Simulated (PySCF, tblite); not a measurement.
# C₅H₁₁NS₂Si: geometry, infrared bands and NMR shifts

Wanted: the infrared bands and NMR shifts of C₅H₁₁NS₂Si (`[H]/N=C(/CCS[SiH3])C(C)=S`), by calculation.

The runs use tblite 0.8.0 and PySCF 2.14.0, with density-fitted response routines of our own; the level of theory stands in each step. All values are computed, except where a source is named. Atoms count from 0, in the outputs and in this text.

**1. The molecule as given**

20 atoms, charge 0, multiplicity 1; geometry from: force field or distance geometry start.

Bonds of the start (Å): C0–C1 1.50, C1–S2 1.64, C1–C3 1.45, C3–N4 1.28, C3–C5 1.47, C5–C6 1.51, C6–S7 1.81, S7–Si8 2.13, C0–H9 1.10, C0–H10 1.09, C0–H11 1.10, N4–H12 1.02, C5–H13 1.13, C5–H14 1.10, C6–H15 1.12, C6–H16 1.10, Si8–H17 1.50, Si8–H18 1.45, Si8–H19 1.48.

**2. Relaxing the molecule with GFN2-xTB**

What the job is given:

```
{"job": {"kind": "relax", "xc": "GFN2-xTB", "basis": "xTB"}, "charge": 0, "multiplicity": 1}
C      3.462200    -0.701600    -0.206100
C      2.152100    -0.307600     0.417200
S      2.146200    -0.230700     2.056800
C      0.999200    -0.028300    -0.421500
N      1.173600    -0.147300    -1.683700
C     -0.331000     0.349200     0.069000
C     -0.981300    -0.665900     0.974500
S     -2.583800     0.028200     1.445100
Si    -3.942200     0.205700    -0.191700
H      3.805700     0.139700    -0.819200
H      3.293900    -1.596800    -0.802700
H      4.225400    -0.893200     0.568300
H      2.044400    -0.406400    -2.147400
H     -0.197800     1.265700     0.713900
H     -1.049700     0.597200    -0.724400
H     -0.345000    -0.769100     1.887100
H     -1.042500    -1.661900     0.519400
H     -5.332300    -0.032800     0.307300
H     -3.631700    -0.635200    -1.331900
H     -3.870500     1.617800    -0.633200
```

On the command line:

```sh
OMP_NUM_THREADS=1 python probes_run.py task.json out
```

This one command runs all jobs of the session in turn.

**Question.** This job is followed by: GFN2-xTB harmonic vibrations, gas phase; GIAO PBE0/pcSseg-1 NMR shielding, non-relativistic, gas phase. Predict these results of the whole session: strongest single infrared mode (GFN2-xTB); zero-point energy (GFN2-xTB); 13C shifts against TMS (PBE0/pcSseg-1); 1H shifts against TMS (PBE0/pcSseg-1, means over atoms taken as alike); 33S shifts against CS2 (PBE0/pcSseg-1); 15N shifts against NH3 (PBE0/pcSseg-1); 29Si shifts against TMS (PBE0/pcSseg-1); surface potential, 1st and 99th percentile.

As calculated:

| quantity | value |
| --- | --- |
| strongest single infrared mode (GFN2-xTB) | 778 cm⁻¹, 447 km/mol |
| zero-point energy (GFN2-xTB) | 91.7 kcal/mol |
| 13C shifts against TMS (PBE0/pcSseg-1) | 257.6, 173.9, 44.7, 38.7, 37.9 ppm |
| 1H shifts against TMS (PBE0/pcSseg-1, means over atoms taken as alike) | 11.21, 4.65, 3.22, 3.19, 2.62 ppm |
| 33S shifts against CS2 (PBE0/pcSseg-1) | 1247, -170 ppm |
| 15N shifts against NH3 (PBE0/pcSseg-1) | 332.1 ppm |
| 29Si shifts against TMS (PBE0/pcSseg-1) | -51.1 ppm |
| surface potential, 1st and 99th percentile | -1.34 V and 1.56 V |

**Reading.** Relaxing lowered the energy by 0.572 eV in 87 steps; the close pair that moved most is Si8–H17, from 1.496 to 1.451 Å. The lowest mode is slightly imaginary (6i cm⁻¹), a soft motion within the noise of the Hessian, so the minimum is not strictly shown. The strongest single mode, at 778 cm⁻¹, has its largest shares on H19, H18 and H17 (the list is cut at 3 atoms). Unscaled tight-binding wavenumbers are off by several per cent, some by more. Its intensities can rank the bands wrongly. At PBE0/pcSseg-1: The largest span, 3052 ppm, is at S2, where the paramagnetic term is -1802 ppm. By nearest atom (PBE0/pcSseg-1), the HOMO sits on S7 47 %; S2 25 % and the LUMO on S2 36 %; C1 29 %.
